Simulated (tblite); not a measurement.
# C7H13BS: the cost of one run

Computed with tblite 0.8.0 and PySCF 2.14.0, with density-fitted response routines of our own, on a single molecule in the gas phase. Atoms are numbered from 0 throughout.

**1. The molecule as given**

22 atoms, charge 0, multiplicity 1; geometry from: force field or distance geometry start.

Bonds of the start (Å): B0–S1 1.87, S1–C2 1.74, S1–C3 1.76, C3–C4 1.45, C4–C5 1.23, C3–C6 1.50, C6–C7 1.50, C7–C8 1.33, B0–H9 1.21, B0–H10 1.18, B0–H11 1.19, C2–H12 1.10, C2–H13 1.13, C2–H14 1.11, C3–H15 1.14, C5–H16 1.05, C6–H17 1.08, C6–H18 1.12, C7–H19 1.10, C8–H20 1.10, C8–H21 1.08.

**2. Relaxing the molecule with GFN2-xTB**

What the job is given:

```
{"job": {"kind": "relax", "xc": "GFN2-xTB", "basis": "xTB"}, "charge": 0, "multiplicity": 1}
B     -2.578700    -0.805500     1.014100
S     -1.379500     0.579100     0.649400
C     -1.956200     1.656800    -0.582300
C      0.167700    -0.189800     0.298100
C      0.017500    -1.076300    -0.844300
C     -0.099600    -1.825300    -1.816800
C      1.303700     0.755700     0.045700
C      2.513200    -0.097500    -0.221600
C      3.602600    -0.028400     0.543900
H     -3.333500    -0.904100     0.076600
H     -2.062300    -1.854600     1.152700
H     -3.197300    -0.534100     1.991700
H     -2.096700     1.105100    -1.524100
H     -2.999000     1.975700    -0.288900
H     -1.343500     2.568100    -0.757700
H      0.391800    -0.845800     1.209300
H     -0.190100    -2.477000    -2.630800
H      1.144600     1.438000    -0.775700
H      1.475500     1.349200     0.976200
H      2.489000    -0.798900    -1.069200
H      3.645700     0.666500     1.398300
H      4.474600    -0.637800     0.353000
```

Command:

```sh
$ OMP_NUM_THREADS=1 python probes_run.py task.json out
```

This one command runs all jobs of the session in turn.

Q: Estimate the wall time of this first job on 1 thread of Arm Neoverse N1, shared host.

About 2.1 s.
